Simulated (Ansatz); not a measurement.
# C4H7Br: the cost of one run

Computed with Ansatz 0.2.0, Gaussian basis. Level: the settings change from run to run.

### Step 1. The molecule

The geometry comes from an earlier relaxation with PBE0-D4 in a triple-zeta def2 set; it is a stationary point, not always the lowest conformer.

SMILES `C=C(Br)CC`, 12 atoms, charge 0, spin multiplicity 1.

Atoms are counted from 1 here; the program's logs count them from 0.

Bond lengths: C1–C2 1.322 Å, C1–H6 1.085 Å, C1–H7 1.081 Å, C2–Br3 1.905 Å, C2–C4 1.491 Å, C4–C5 1.523 Å, C4–H8 1.095 Å, C4–H9 1.094 Å, C5–H10 1.091 Å, C5–H11 1.092 Å, C5–H12 1.092 Å. Angles: C2–C1–H6 119.3°, C2–C1–H7 122.6°, H6–C1–H7 118.1°, C1–C2–Br3 119.1°, C1–C2–C4 126.3°, Br3–C2–C4 114.6°, C2–C4–C5 113.9°, C2–C4–H8 108.8°, C2–C4–H9 107.2°, C5–C4–H8 109.6°, C5–C4–H9 110.0°, H8–C4–H9 107.0°, C4–C5–H10 111.1°, C4–C5–H11 110.4°, C4–C5–H12 110.9°, H10–C5–H11 108.1°, H10–C5–H12 108.1°, H11–C5–H12 108.3°.

### Step 2. PBE/def2-TZVPP

Options: D3(BJ) dispersion, high accuracy, the search for lower states set to light.

Contents of in.yaml:

```yaml
crystal:
  periodic: [false, false, false]
  atoms:
    - {symbol: C, position_ang: [0.273659, 1.761124, 0.891528]}
    - {symbol: C, position_ang: [0.527908, 0.489702, 0.631299]}
    - {symbol: Br, position_ang: [2.322310, -0.139230, 0.745392]}
    - {symbol: C, position_ang: [-0.469719, -0.547994, 0.241061]}
    - {symbol: C, position_ang: [-0.283246, -1.080352, -1.173692]}
    - {symbol: H, position_ang: [-0.748167, 2.120638, 0.831612]}
    - {symbol: H, position_ang: [1.046339, 2.466075, 1.166101]}
    - {symbol: H, position_ang: [-0.416258, -1.376258, 0.955230]}
    - {symbol: H, position_ang: [-1.462286, -0.098904, 0.344630]}
    - {symbol: H, position_ang: [0.696569, -1.546052, -1.291585]}
    - {symbol: H, position_ang: [-1.044346, -1.829156, -1.401032]}
    - {symbol: H, position_ang: [-0.365665, -0.274794, -1.906345]}
basis:
  gaussian: {orbitals: def2-TZVPP}
hamiltonian: {xc: {name: PBE}, dispersion: d3bj}
accuracy: high
scf: {lower_state_search: light}
```

Started as:

```
ansatz run in.yaml --threads 4 --pin off --events-out ev --progress --plain --max-ram 10444MiB
```

What time and memory should one allow on 4 threads of Intel Xeon Platinum 8259CL at 2.50GHz, shared host?

About 15 s, with a peak of 2 GiB.
